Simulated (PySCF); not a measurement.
# SI: bond curves at several levels of theory

What are the lowest state that PBE0 finds, the bond length, vibrational wavenumber and bond energy of SI, and how much do these hang on the method?

Program: PySCF 2.14.0. Level of theory: S cc-pV(D+d)Z, I cc-pVDZ-PP with ECP28, scalar-relativistic core potentials. These are calculated values, not measurements.

### Step 1. Set-up

Settings of the job:

```yaml
atoms: S, I
charge: 0
basis: S cc-pV(D+d)Z, I cc-pVDZ-PP with ECP28
Hamiltonian: scalar-relativistic core potentials
basis_functions: 46
electrons_treated: 41
masses_in_u: 31.9721, 126.9045
levels: PBE0, PBE, r²SCAN, r²SCANh, MN15, LDA, CAM-B3LYP, HF, MP2, SCS-MP2, CCSD, CCSD(T)
grid: 80 radial by 434 angular points
occupations: held fixed by the projection of orbital angular momentum
dissociation_limit: S + I, each in its ground configuration
starting_distance_in_angstrom: 2.295
values_of_2S_to_try: 1, 3
```

Command:

```sh
$ OMP_NUM_THREADS=1 python dia.py task.json out
```

Further steps of the session: First curve: PBE0; Higher solutions at PBE0; PBE (GGA); r²SCAN (meta-GGA); r²SCANh (hybrid meta-GGA); MN15; LDA (local density); CAM-B3LYP; UHF (mean field); MP2 and coupled cluster.

Q: Predict the outcome of this session. Wanted: for each run, Re; ωe; De; μ.

**Answer**, as computed:

Lowest PBE0 solution found, without spin–orbit coupling: ²Π (doublet), unpaired electrons π ↑. State 2 has its PBE0 minimum 1.37 eV higher. The other levels ran on the lowest alone.

```
      level  Re (Å)  ωe (cm⁻¹)  De (eV)  μ (D)
        UHF   2.368        385     0.54   0.44
   UHF-CCSD   2.374        371     1.56    n/a
UHF-CCSD(T)   2.378        366     1.69    n/a
        LDA   2.322        409     3.30   1.45
        PBE   2.351        389     2.64   1.40
     r²SCAN   2.342        394     2.39   1.27
    r²SCANh   2.335        399     2.29   1.19
       PBE0   2.329        404     2.31   1.18
       MN15   2.326        399     2.19   1.26
  CAM-B3LYP   2.339        398     2.07   1.02
```

De is counted to S + I in their ground configurations. A positive dipole means S(−)I(+). No constants: UHF-MP2 (the points don't follow one smooth fit); UHF-SCS-MP2 (the points don't follow one smooth fit).

Differences from CCSD(T) in the same basis:

```
    level  Re (mÅ)  ωe (%)
      UHF      -10    +5.2
 UHF-CCSD       -4    +1.3
      LDA      -56   +11.8
      PBE      -27    +6.2
   r²SCAN      -37    +7.8
  r²SCANh      -43    +9.0
     PBE0      -49   +10.4
     MN15      -52    +8.9
CAM-B3LYP      -40    +8.8
```

In words: Against CCSD(T) in the same basis, the bond length is nearest at UHF-CCSD (-4 mÅ) and farthest at LDA (-56 mÅ); the wavenumber is nearest at UHF-CCSD (+1.3 %) and farthest at LDA (+11.8 %). Hartree–Fock falls on the short and stiff side, its usual fault. CCSD(T) in a basis this small is itself some way from its limit, more so than the functionals. Among the levels with a De in the table, it runs from 0.54 eV (UHF) to 3.30 eV (LDA).

Correlated steps freeze 9 core orbitals. These are scalar-relativistic numbers at best; spin–orbit coupling would shift them, the dissociation energy most. At some levels the lowest empty orbital lies below the highest filled one (the two can be of opposite spin). With spin–orbit coupling the term label itself may not hold.
